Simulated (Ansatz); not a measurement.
# BrFHInS: a ladder of functionals and wavefunction methods

How much do the methods differ for BrFHInS? The plan is to run it at one geometry with functionals of several rungs and with coupled cluster. The yardstick is the atomisation energy at the CCSD(T) limit.

Method: functionals in def2-TZVPP, the program's frozen cores in correlated methods; program: Ansatz 0.2.0, Gaussian basis.

Levels to be run: LDA (SPW92), PBE-D4, revPBE-D4, BLYP-D4, r2SCAN-D4, B97M-V, PBE0-D4, B3LYP-D4, r2SCANh-D4, r2SCAN0-D4, HSE06-D4, BHLYP-D4, CAM-B3LYP-D4, LC-ωPBE, ωB97X-V, ωB97M-V, B2PLYP, PBE-QIDH; CCSD(T)/def2-SVP; CCSD(T)/def2-TZVPP; MP2/def2-QZVPP; extrapolation to the limit; RPA on PBE.

## Step 1: The relaxed structure

The geometry comes from an earlier relaxation with PBE0-D4 in a triple-zeta def2 set; it is a stationary point. In takes the def2 core potential; no spin-orbit term is included.

SMILES `[F][In]([SH])[Br]`, 5 atoms, charge 0, spin multiplicity 1.

Atoms are counted from 1 here; the program's logs count them from 0.

Bond lengths: F1–In2 1.935 Å, In2–S3 2.351 Å, In2–Br4 2.439 Å, S3–H5 1.345 Å. Angles: F1–In2–S3 118.0°, F1–In2–Br4 115.3°, S3–In2–Br4 126.7°, In2–S3–H5 92.1°.

## Step 2: LDA

This LDA is Slater exchange with PW92 correlation.

Input file in.yaml:

```yaml
crystal:
  periodic: [false, false, false]
  atoms:
    - {symbol: F, position_ang: [-1.138664, -1.053134, 1.896820]}
    - {symbol: In, position_ang: [-0.328281, -0.383136, 0.272071]}
    - {symbol: S, position_ang: [1.106092, 1.472228, 0.439117]}
    - {symbol: Br, position_ang: [-0.929249, -1.583198, -1.764091]}
    - {symbol: H, position_ang: [1.340003, 1.473640, -0.885318]}
basis:
  gaussian: {orbitals: def2-TZVPP}
hamiltonian: {xc: lda}
output: {orbitals: {seedname: orbitals}}
```

The runs that follow: PBE-D4 (GGA); revPBE-D4 (GGA); BLYP-D4 (GGA); r2SCAN-D4 (meta-GGA); B97M-V (meta-GGA); PBE0-D4 (hybrid); B3LYP-D4 (hybrid); r2SCANh-D4 (hybrid); r2SCAN0-D4 (hybrid); HSE06-D4 (hybrid); BHLYP-D4 (hybrid); CAM-B3LYP-D4 (range-separated); LC-ωPBE-D4 (range-separated); ωB97X-V (range-separated); ωB97M-V (range-separated); B2PLYP (double hybrid); PBE-QIDH (double hybrid); CCSD(T) in def2-SVP; CCSD(T) in def2-TZVPP; MP2 in def2-QZVPP; RPA on PBE orbitals.

Before running them: what should the planned runs give, taken together? Wanted: atomisation energy, CCSD(T)/CBS; farthest beyond LDA; mean size of error, GGA; mean size of error, meta-GGA; mean size of error, hybrid; mean size of error, range-separated; mean size of error, double hybrid; gap, smallest and largest; T1 diagnostic.

The runs gave:

| quantity | value |
| --- | --- |
| atomisation energy, CCSD(T)/CBS | 14.140 eV |
| functionals within 0.141 eV (1.0 %) | PBE-D4, r2SCAN-D4, B97M-V, ωB97X-V |
| farthest beyond LDA | BHLYP-D4 (-1.094 eV) |
| mean size of error, GGA | 0.378 eV |
| mean size of error, meta-GGA | 0.089 eV |
| mean size of error, hybrid | 0.544 eV |
| mean size of error, range-separated | 0.283 eV |
| mean size of error, double hybrid | 0.500 eV |
| gap, smallest and largest | 3.50 eV (LDA (SPW92)), 10.68 eV (LC-ωPBE) |
| T1 diagnostic | 0.0132 |
| triples share of the correlation energy | 3.4 % |

What this shows: The LDA atomisation energy is off by 2.193 eV (16 %): it overbinds. PBE-D4 misses by +0.012 eV. Double hybrids carry the basis error of their MP2 part in triple zeta, and no dispersion term here, so their miss is partly the set-up's. By mean error the best rung here is meta-GGA (0.089 eV) and the worst beyond LDA is hybrid (0.544 eV). The mean of the hybrids holds BHLYP, with half exact exchange. The reference freezes the cores and leaves out spin-orbit coupling and excitations past (T), and its outer-core shells are covered unevenly, so misses under about 0.141 eV can't be ranked. All levels share the lack of spin-orbit coupling, which lowers the free heavy atoms and so the true binding. Hartree-Fock recovers 67 % of the binding; the rest is correlation. CCSD(T) in def2-SVP is off by -1.486 eV, worse than the median functional, from the basis alone. Orbital gaps span 3.5 to 10.7 eV; exact exchange widens them. Correlated methods include outer-core shells of Br, In, which these sets cover unevenly.
